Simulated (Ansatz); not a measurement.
# Rh2O: the cost of one run

Program: Ansatz 0.2.0. Level of theory: DFT PBE, scalar-relativistic, plane waves, PAW. These are calculated values, not measurements.

## (1) Starting point

The structure is hexagonal, space group P6_3/mmc (No. 194). The conventional cell has a = 2.646 Å, b = 2.646 Å, c = 10.291 Å, α = 90.00°, β = 90.00°, γ = 120.00°. Around Rh (site symmetry 3m) lie 3 O at 1.98 Å. O (site symmetry -6m2) is surrounded by 6 Rh at 1.98 Å.

As a file:

```cif
data_structure
_symmetry_space_group_name_H-M 'P 1'
_symmetry_Int_Tables_number 1
_cell_length_a 2.6459
_cell_length_b 2.6459
_cell_length_c 10.2915
_cell_angle_alpha 90.000
_cell_angle_beta 90.000
_cell_angle_gamma 120.000
_cell_volume 62.40
loop_
_atom_site_label
_atom_site_type_symbol
_atom_site_fract_x
_atom_site_fract_y
_atom_site_fract_z
_atom_site_occupancy
Rh1 Rh 0.33333 0.66667 0.62750 1
Rh2 Rh 0.66667 0.33333 0.12750 1
Rh3 Rh 0.33333 0.66667 0.87250 1
Rh4 Rh 0.66667 0.33333 0.37250 1
O1 O 0.33333 0.66667 0.25000 1
O2 O 0.66667 0.33333 0.75000 1
```

This is candidate A: 2H molybdenite type (P6_3/mmc, No. 194).

(A quick probe on a coarse mesh, which set the mesh and smearing, is not shown.)

## (3) Coarse relaxation (candidate A)

The input, input.yaml:

```yaml
crystal:
  lattice:
    - [2.6459066317, 0.0, 0.0]
    - [-1.3229533158, 2.2914223591, 0.0]
    - [0.0, 0.0, 10.2914917917]
  atoms:
    - { symbol: Rh, position: [0.3333333333, 0.6666666667, 0.6275] }
    - { symbol: Rh, position: [0.6666666667, 0.3333333333, 0.1275] }
    - { symbol: Rh, position: [0.3333333333, 0.6666666667, 0.8725] }
    - { symbol: Rh, position: [0.6666666667, 0.3333333333, 0.3725] }
    - { symbol: O, position: [0.3333333333, 0.6666666667, 0.25] }
    - { symbol: O, position: [0.6666666667, 0.3333333333, 0.75] }
basis:
  ecutwfc: 420
kpoints:
  mp_grid: { grid: [6, 6, 2] }
hamiltonian:
  xc: pbe
scf:
  occupations: { method: gaussian, width: 0.1 }
  lower_state_search: "off"
output:
  forces: true
  stress: true
  eigenvalues: true
relax:
  adjacent_minimum: "off"
  f_tol: 0.04
  max_steps: 70
  cell: { stress_tol: 0.4 }
```

On the command line:

```
$ ansatz run input.yaml --threads 1 --pin off --max-ram 2560MiB --backend cpu --events-out ev --progress --plain --runs-dir out
```

**Question.** How long does this run take on 1 thread of Arm Neoverse V1, shared host, and how much memory does it need?

About 25 s, with a peak of 0.35 GiB.
